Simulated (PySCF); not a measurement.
**A diatomic session: BPb**

An exercise on one series of results from a longer session: the logs are not shown, and one member is left open.

Method: B def2-TZVPP, Pb def2-TZVPP with ECP60, scalar-relativistic core potentials; program: PySCF 2.14.0.

The first run:

A driver script around PySCF takes these settings:

| Item | Value |
| --- | --- |
| atoms | B, Pb |
| charge | 0 |
| basis | B def2-TZVPP, Pb def2-TZVPP with ECP60 |
| Hamiltonian | scalar-relativistic core potentials |
| basis functions | 81 |
| electrons treated | 27 |
| masses in u | 11.0093, 207.9766 |
| levels | PBE0, PBE, r²SCAN, M06-L, B2PLYP, revPBE, M06-2X, CAM-B3LYP, HF, MP2, SCS-MP2, CCSD, CCSD(T) |
| grid | 80 radial by 434 angular points |
| occupations | held fixed by the projection of orbital angular momentum |
| dissociation limit | B + Pb, each in its ground configuration |
| starting distance in angstrom | 2.210 |
| values of 2S to try | 1, 3 |

Among the steps run: Input; First curve: PBE0; Other states along the same grid; PBE; r²SCAN; M06-L (meta-GGA); B2PLYP; revPBE (GGA); M06-2X (hybrid meta-GGA); CAM-B3LYP (range-separated hybrid); UHF (mean field); Adding correlation.

One table of the session follows, with a row left open; its other results are not shown here.

Energy (eV) from each level's lowest point:

| R (Å) | UHF | UHF-MP2 | UHF-SCS-MP2 | UHF-CCSD | UHF-CCSD(T) |
| --- | --- | --- | --- | --- | --- |
| 1.935 | 0.743 | 0.783 | 0.808 | n/a | n/a |
| 2.025 | 0.316 | 0.342 | 0.362 | 0.363 | 0.381 |
| 2.115 | 0.092 | 0.097 | 0.111 | 0.118 | 0.128 |
| 2.183 | ? | ? | ? | ? | ? |
| 2.250 | 0.000 | 0.000 | 0.000 | 0.000 | 0.000 |
| 2.317 | 0.020 | 0.044 | 0.033 | 0.017 | 0.014 |
| 2.408 | 0.085 | 0.170 | 0.141 | 0.091 | 0.086 |
| 2.520 | 0.199 | 0.397 | 0.335 | 0.239 | 0.233 |
| 2.655 | 0.354 | 0.718 | 0.604 | 0.460 | 0.458 |
| 2.835 | 0.547 | 1.142 | 0.946 | n/a | n/a |

**Question.** Estimate the row for R (Å) = 2.183.

Worked estimate for «UHF». A straight line through the neighbours (2.115, 0.092) and (2.250, 0.000) gives 0.092 + (0.000 − 0.092) × (2.183 − 2.115) / (2.250 − 2.115) = 0.046; a parabola fitted to 4 rows on both sides gives 0.014.

**Answer.** UHF: 0.018; UHF-MP2: 0.014; UHF-SCS-MP2: 0.022; UHF-CCSD: 0.029; UHF-CCSD(T): 0.033. In «UHF» the line misses by +0.028 and the parabola by -0.004.

State 4 has its PBE0 minimum 0.93 eV higher. The other levels ran on the lowest alone.
